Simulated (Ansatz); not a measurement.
# CH7FN2OSSi: the cost of one run

Program: Ansatz 0.2.0. Level of theory: UKS PBE0-D4/STO-3G. These are calculated values, not measurements.

## (1) Starting point

Bond lengths: N1–Si2 1.702 Å, Si2–N3 1.662 Å, Si2–F4 1.515 Å, Si2–O5 1.628 Å, O5–C6 1.425 Å, C6–S7 1.827 Å, N1–H8 1.031 Å, N1–H9 1.004 Å, N3–H10 0.985 Å, N3–H11 1.044 Å, C6–H12 1.085 Å, C6–H13 1.143 Å, S7–H14 1.295 Å. Angles (14 of 20 angles, heavy atoms first): N1–Si2–N3 99.6°, N1–Si2–F4 114.2°, N1–Si2–O5 107.9°, N3–Si2–F4 111.5°, N3–Si2–O5 110.7°, F4–Si2–O5 112.3°, Si2–O5–C6 118.3°, O5–C6–S7 109.9°, Si2–N1–H8 101.8°, Si2–N1–H9 107.0°, Si2–N3–H10 106.3°, Si2–N3–H11 103.6°, O5–C6–H12 109.1°, O5–C6–H13 111.8°.

Coordinates:

```xyz
14

N    -0.6456   -1.6625    1.3921
Si   -0.7261   -0.5373    0.1171
N    -0.3682   -1.5400   -1.1588
F    -2.0843    0.1130   -0.0520
O     0.4593    0.5568    0.3392
C     0.4809    1.7088   -0.4985
S     1.8455    2.8164    0.0003
H    -1.3671   -1.3044    2.0363
H     0.1916   -1.4614    1.9084
H    -1.1318   -2.1550   -1.2494
H     0.3904   -2.1526   -0.7844
H     0.6856    1.4019   -1.5190
H    -0.5074    2.2824   -0.4574
H     2.7642    1.9047   -0.0452
```

## (2) Relaxing the start

input.yaml

```yaml
crystal:
  periodic: [false, false, false]
  atoms:
    - { symbol: "N", position_ang: [-0.6456, -1.6625, 1.3921] }
    - { symbol: Si, position_ang: [-0.7261, -0.5373, 0.1171] }
    - { symbol: "N", position_ang: [-0.3682, -1.54, -1.1588] }
    - { symbol: F, position_ang: [-2.0843, 0.113, -0.052] }
    - { symbol: O, position_ang: [0.4593, 0.5568, 0.3392] }
    - { symbol: C, position_ang: [0.4809, 1.7088, -0.4985] }
    - { symbol: S, position_ang: [1.8455, 2.8164, 0.0003] }
    - { symbol: H, position_ang: [-1.3671, -1.3044, 2.0363] }
    - { symbol: H, position_ang: [0.1916, -1.4614, 1.9084] }
    - { symbol: H, position_ang: [-1.1318, -2.155, -1.2494] }
    - { symbol: H, position_ang: [0.3904, -2.1526, -0.7844] }
    - { symbol: H, position_ang: [0.6856, 1.4019, -1.519] }
    - { symbol: H, position_ang: [-0.5074, 2.2824, -0.4574] }
    - { symbol: H, position_ang: [2.7642, 1.9047, -0.0452] }
magnetization:
  spin_polarized: true
basis:
  gaussian: { orbitals: STO-3G }
hamiltonian:
  xc: pbe0
  dispersion: d4
relax:
  f_tol: 0.02
  max_steps: 40
```

Launch:

```
> ansatz run input.yaml --threads 1 --pin off --max-ram 2048MiB --backend cpu --events-out ev --progress --plain --runs-dir out
```

What time and memory should one allow on 1 thread of Arm Neoverse V1, shared host?

About 3.3 min, with a peak of 0.25 GiB.
